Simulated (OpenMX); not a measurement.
**HfB in OpenMX: the effect of biaxial strain**

The system is HfB.

```xyz
2
Lattice="0.0000 2.2176 2.3100 2.2176 0.0000 2.3100 2.2176 2.2176 0.0000" Properties=species:S:1:pos:R:3 pbc="T T T"
Hf    2.2176    2.2176    2.3100
B     0.0000    0.0000    0.0000
```

Alike in all runs:

- Program: OpenMX 3.8.5
- Task: band structure
- Functional: PBE
- Potentials or basis: OpenMX 2013 PBE set, Hf7.0-s3p2d2f1, B7.0-s2p2d1, grid cutoff 400 Ry
- k mesh: 7 × 7 × 7
- Occupations: fermi-dirac, width 0.05 eV
- Spin: no spin polarisation

```csv
biaxial strain,pressure (GPa)
-4 %,57.0
-2 %,42.4
0 %,?
2 %,20.0
4 %,11.6
```

Q: What does the run with biaxial strain 0 % give?

A: Pressure 30.1 GPa.

Worked out: A parabola through the other rows of the pressure, of slope -5.66 GPa per % there, gives 30.2 GPa, against the run's 30.1.

Caveats: the basis of atomic orbitals isn't converged, which shifts pressures, moduli and gaps.
